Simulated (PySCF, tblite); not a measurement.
**C₅H₉FO₂Si: geometry, infrared bands and NMR shifts**

What infrared bands and NMR shifts should C₅H₉FO₂Si (`O=C1CO[C@@H](CCF)[SiH2]1`) show?

Computed with tblite 0.8.0 and PySCF 2.14.0, with density-fitted response routines of our own, on a single molecule in the gas phase. Atoms are numbered from 0 throughout.

### Step 1. Starting geometry

18 atoms, charge 0, multiplicity 1; geometry from: force field or distance geometry start.

Bonds of the start (Å): O0–C1 1.21, C1–C2 1.51, C2–O3 1.43, O3–C4 1.47, C4–C5 1.53, C5–C6 1.52, C6–F7 1.36, C4–Si8 1.93, Si8–C1 1.91, C2–H9 1.10, C2–H10 1.10, C4–H11 1.10, C5–H12 1.09, C5–H13 1.10, C6–H14 1.09, C6–H15 1.09, Si8–H16 1.49, Si8–H17 1.49.

### Step 2. Relaxing the molecule with GFN2-xTB

Job settings and geometry (Å):

```
{"job": {"kind": "relax", "xc": "GFN2-xTB", "basis": "xTB"}, "charge": 0, "multiplicity": 1}
O     -3.514200     0.480800     0.823300
C     -2.440300     0.329700     0.287400
C     -2.084000     0.240000    -1.177600
O     -0.686500     0.440600    -1.419900
C      0.090700    -0.209200    -0.353900
C      1.504800     0.367600    -0.429900
C      2.530500    -0.464000     0.323000
F      2.212900    -0.493200     1.649000
Si    -0.861800     0.018900     1.309000
H     -2.389800    -0.739800    -1.561800
H     -2.635500     1.022700    -1.725700
H      0.102600    -1.283000    -0.590200
H      1.817800     0.440500    -1.466500
H      1.517800     1.393000    -0.040200
H      3.526500    -0.024400     0.238500
H      2.557100    -1.495600    -0.029300
H     -0.864000    -1.238300     2.102900
H     -0.393300     1.219800     2.050400
```

Command:

```bash
$ OMP_NUM_THREADS=1 python probes_run.py task.json out
```

This one command runs all jobs of the session in turn.

**Question.** This job is followed by: GFN2-xTB harmonic vibrations, gas phase; GIAO PBE0/pcSseg-1 NMR shielding, non-relativistic, gas phase. What will the session give for the following? strongest single infrared mode (GFN2-xTB); zero-point energy (GFN2-xTB); 13C shifts against TMS (PBE0/pcSseg-1); 1H shifts against TMS (PBE0/pcSseg-1); 17O shifts against H2O (PBE0/pcSseg-1); 19F shifts against CFCl3 (PBE0/pcSseg-1); 29Si shifts against TMS (PBE0/pcSseg-1); surface potential, 1st and 99th percentile.

**Answer**, as computed:

| quantity | value |
| --- | --- |
| strongest single infrared mode (GFN2-xTB) | 2340 cm⁻¹, 351 km/mol |
| zero-point energy (GFN2-xTB) | 82.0 kcal/mol |
| 13C shifts against TMS (PBE0/pcSseg-1) | 258.6, 84.2, 83.5, 75.0, 39.8 ppm |
| 1H shifts against TMS (PBE0/pcSseg-1) | 5.12, 4.68, 4.11, 3.96, 3.81, 3.78, 3.65, 2.54, 2.32 ppm |
| 17O shifts against H2O (PBE0/pcSseg-1) | 854.6, 46.5 ppm |
| 19F shifts against CFCl3 (PBE0/pcSseg-1) | -248.6 ppm |
| 29Si shifts against TMS (PBE0/pcSseg-1) | -71.1 ppm |
| surface potential, 1st and 99th percentile | -1.57 V and 1.21 V |

In words: Over 70 steps the energy fell by 0.220 eV; of the close pairs, O3–C4 changed most, 1.471 to 1.432 Å. All 48 modes are real, so the xTB geometry is a minimum. The strongest single mode, at 2340 cm⁻¹, moves mainly H16. Unscaled tight-binding wavenumbers are off by several per cent, some by more. Its intensities can rank the bands wrongly. At PBE0/pcSseg-1: Shielding is most anisotropic at O0 (span 1876 ppm, paramagnetic term -913 ppm). At PBE0/pcSseg-1, counted by nearest atom on the grid, the HOMO lies on O0 38 %; C1 13 %, the LUMO on C1 43 %; O0 28 %.
